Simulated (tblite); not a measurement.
# C6H16OSi2: the cost of one run

Programs: tblite 0.8.0 and PySCF 2.14.0, with density-fitted response routines of our own. Each step states its level of theory. These are calculated values for one molecule in the gas phase, unless marked as measured. Atoms count from 0, in the outputs and in this text.

### 1 Starting geometry

25 atoms, charge 0, multiplicity 1; geometry from: force field or distance geometry start.

Bonds of the start (Å): C0–C1 1.54, C1–Si2 1.94, C1–C3 1.58, C3–C4 1.56, C3–C5 1.53, C5–O6 1.23, C3–C7 1.57, C7–Si8 1.88, C0–H9 1.08, C0–H10 1.10, C0–H11 1.10, C1–H12 1.08, Si2–H13 1.48, Si2–H14 1.49, Si2–H15 1.48, C4–H16 1.09, C4–H17 1.09, C4–H18 1.09, C5–H19 1.12, C7–H20 1.09, C7–H21 1.10, Si8–H22 1.48, Si8–H23 1.47, Si8–H24 1.48.

### 2 Optimising the geometry with GFN2-xTB

Job settings and geometry (Å):

```
{"job": {"kind": "relax", "xc": "GFN2-xTB", "basis": "xTB"}, "charge": 0, "multiplicity": 1}
C     -1.246400    -0.841700    -1.397500
C     -0.747800     0.378000    -0.598900
Si    -2.241600     1.521600    -0.122300
C      0.213400    -0.013500     0.597200
C     -0.542500    -0.793800     1.723100
C      0.813100     1.226200     1.266300
O      1.005100     2.293500     0.681900
C      1.420100    -0.919900     0.176100
Si     2.647700    -0.320400    -1.117100
H     -0.437700    -1.430600    -1.805800
H     -1.866500    -0.516300    -2.251300
H     -1.882100    -1.504900    -0.785700
H     -0.182000     1.006700    -1.275800
H     -1.824300     2.630700     0.762800
H     -3.244300     0.705700     0.611500
H     -2.877500     2.043200    -1.357400
H     -1.311800    -0.176600     2.196600
H      0.140500    -1.103200     2.518100
H     -1.012800    -1.698500     1.335700
H      1.164300     1.102600     2.318400
H      2.017600    -1.142600     1.064400
H      1.032000    -1.892100    -0.168400
H      1.945100     0.047700    -2.362400
H      3.403900     0.828900    -0.591800
H      3.603600    -1.406600    -1.408500
```

Launch:

```console
$ OMP_NUM_THREADS=1 python probes_run.py task.json out
```

One launch serves the whole session: the jobs run in the order shown.

Q: Estimate the wall time and peak memory of this first job on 1 thread of Arm Neoverse N1, shared host.

About 3.5 s, with a peak of 0.18 GiB.
